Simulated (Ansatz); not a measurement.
**CH5BN2 (SMILES NC1BN1): HF/cc-pVDZ**

Aim: the electronic atomisation energy of CH5BN2 at HF/cc-pVDZ, from 5 runs. 

The calculation is run with Ansatz 0.2.0.

74 further runs of the same task are left out: 74 set aside as unsound or not needed.

### Step 1. The structure to begin with

The species is CH5BN2 (9 atoms), meant as a singlet with charge 0. SMILES: `NC1BN1`. The coordinates come from a PBE0-D4/def2-TZVP relaxation. This is one conformer, not always the lowest.

Bond lengths: N1–C2 1.431 Å, C2–B3 1.561 Å, C2–N4 1.467 Å, B3–N4 1.341 Å, N1–H5 1.010 Å, N1–H6 1.010 Å, C2–H7 1.092 Å, B3–H8 1.184 Å, N4–H9 1.004 Å. Some angles: N1–C2–B3 121.1°, N1–C2–N4 117.3°, B3–C2–N4 52.5°, C2–B3–N4 60.2°, C2–N4–B3 67.4°, N1–C2–H7 115.1°, B3–C2–H7 121.0°, N4–C2–H7 113.6°, C2–N1–H5 112.4°, C2–N1–H6 112.7°.

### Step 2. A single-point energy at HF/cc-pVDZ

input.yaml reads:

```yaml
crystal:
  periodic: [false, false, false]
  atoms:
    - {symbol: "N", position_ang: [0.142900, 1.194400, -0.640600]}
    - {symbol: C, position_ang: [-0.364200, -0.077200, -0.222300]}
    - {symbol: B, position_ang: [0.591200, -1.194100, 0.303200]}
    - {symbol: "N", position_ang: [-0.130500, -0.469900, 1.171500]}
    - {symbol: H, position_ang: [0.784000, 1.117400, -1.417000]}
    - {symbol: H, position_ang: [-0.589900, 1.842600, -0.892400]}
    - {symbol: H, position_ang: [-1.366400, -0.317200, -0.582700]}
    - {symbol: H, position_ang: [1.414200, -2.039000, 0.194700]}
    - {symbol: H, position_ang: [-0.392800, -0.103200, 2.068300]}
basis:
  gaussian:
    orbitals: cc-pVDZ
hamiltonian:
  xc: hf
accuracy: high
output: {orbitals: {seedname: orbitals}}
```

On the command line:

```console
$ ansatz run input.yaml --threads 1 --pin off --max-ram 3480MiB --events-out events.jsonl --progress --plain --runs-dir runs
```

What it wrote:

```text
Warning: RAYON_NUM_THREADS=1 ignored (pool sized by the plan → 1); use --threads N
Functional definition: HF
  name "HF"
  exchange = exact_x
  correlation = 0
1915 factors; integrals over basis functions are off by at most 3.1e-9 eV
mean field evaluation 1: about -4740.8137 eV, gradient 3.5e1 eV
mean field evaluation 2: about -4740.8145 eV, gradient 3.5e1 eV
mean field evaluation 4: about -4743.7597 eV, gradient 3.5e0 eV
mean field evaluation 8: about -4743.7994 eV, gradient 2.5e-4 eV
mean field -4743.79940057 eV, -174.3314125084 hartree, gradient 9.5e-8 eV, S^2 0.000000; 0 other end points of the search recorded, 0 dependent functions left out
reference -4743.79940057 eV, -174.3314125084 hartree; 15, 15 occupied and 66, 66 virtual orbitals, 1915 factors
Total energy: -4743.79940057 eV, -174.3314125084 hartree
```

Wall time 1.9 s (1 thread of Arm Neoverse V2, shared host); peak memory 0.2 GiB.

### Step 3. The B atom, same level

in.yaml reads:

```yaml
basis:
  gaussian:
    orbitals: cc-pVDZ
crystal:
  periodic: [false, false, false]
  atoms:
    - symbol: B
      position_ang: [0.000000, 0.000000, 0.000000]
magnetization:
  spin_polarized: true
  initial_magnetization: 1
hamiltonian:
  xc: hf
accuracy: high
```

Run the same way, it converges to -24.52996 Eh (log not shown).

### Step 4. The C atom, same level

job.yaml reads:

```yaml
basis:
  gaussian:
    orbitals: cc-pVDZ
crystal:
  periodic: [false, false, false]
  atoms:
    - symbol: C
      position_ang: [0.000000, 0.000000, 0.000000]
magnetization:
  spin_polarized: true
  initial_magnetization: 2
hamiltonian:
  xc: hf
accuracy: high
```

Run the same way, it converges to -37.68654 Eh (log not shown).

### Step 5. The H atom at the same level

input.yaml reads:

```yaml
crystal:
  periodic: [false, false, false]
  atoms:
    - symbol: H
      position_ang: [0.000000, 0.000000, 0.000000]
basis:
  gaussian: {orbitals: cc-pVDZ}
accuracy: high
hamiltonian: {xc: hf}
magnetization: {spin_polarized: true, initial_magnetization: 1}
```

On the command line:

```console
$ ansatz run input.yaml --threads 1 --pin off --max-ram 3480MiB --events-out events.jsonl --progress --plain --runs-dir runs
```

What it wrote:

```text
Warning: RAYON_NUM_THREADS=1 ignored (pool sized by the plan → 1); use --threads N
[... 4 set-up lines as earlier in the session ...]
15 factors; integrals over basis functions are off by at most 4.6e-8 eV
mean field evaluation 1: about -13.5522 eV, gradient 1.6e0 eV
mean field evaluation 2: about -13.5522 eV, gradient 1.6e0 eV
mean field evaluation 4: about -13.5861 eV, gradient 1.4e-4 eV
mean field evaluation 8: about -13.5861 eV, gradient 4.9e-14 eV
mean field -13.58605748 eV, -0.4992784034 hartree, gradient 1.6e-10 eV, S^2 0.750000; 0 other end points of the search recorded, 0 dependent functions left out
reference -13.58605748 eV, -0.4992784034 hartree; 1, 0 occupied and 4, 5 virtual orbitals, 15 factors
Total energy: -13.58605748 eV, -0.4992784034 hartree
```

Run time: 0.04 s. Hardware: 1 thread of Arm Neoverse V2, shared host.

### Step 6. The N atom at the same level

input.yaml reads:

```yaml
crystal:
  periodic: [false, false, false]
  atoms:
    - {symbol: N, position_ang: [0.000000, 0.000000, 0.000000]}
basis:
  gaussian:
    orbitals: cc-pVDZ
magnetization:
  spin_polarized: true
  initial_magnetization: 3
hamiltonian:
  xc: hf
accuracy: high
```

Run the same way, it converges to -54.39111 Eh (log not shown).

### Step 7. What came out

At HF/cc-pVDZ:

| quantity | value |
| --- | --- |
| molecule: total energy | -174.33141 Eh |
| molecule: HOMO energy | -10.09 eV |
| molecule: LUMO energy | 4.23 eV |
| molecule: HOMO–LUMO gap | 14.32 eV |
| B atom: total energy | -24.52996 Eh |
| B atom: ⟨S²⟩ | 0.757 |
| C atom: total energy | -37.68654 Eh |
| C atom: ⟨S²⟩ | 2.006 |
| H atom: total energy | -0.49928 Eh |
| H atom: ⟨S²⟩ | 0.750 |
| N atom: total energy | -54.39111 Eh |
| N atom: ⟨S²⟩ | 3.754 |
| electronic atomisation energy | 22.756 eV |

In words: Taking the molecule apart into free atoms costs 22.76 eV (2196 kJ/mol), before zero-point energy and without spin-orbit coupling. Hartree–Fock lacks the correlation of the bonding pairs, which as a rule makes this value much too low; in minimal bases other errors can mask that.
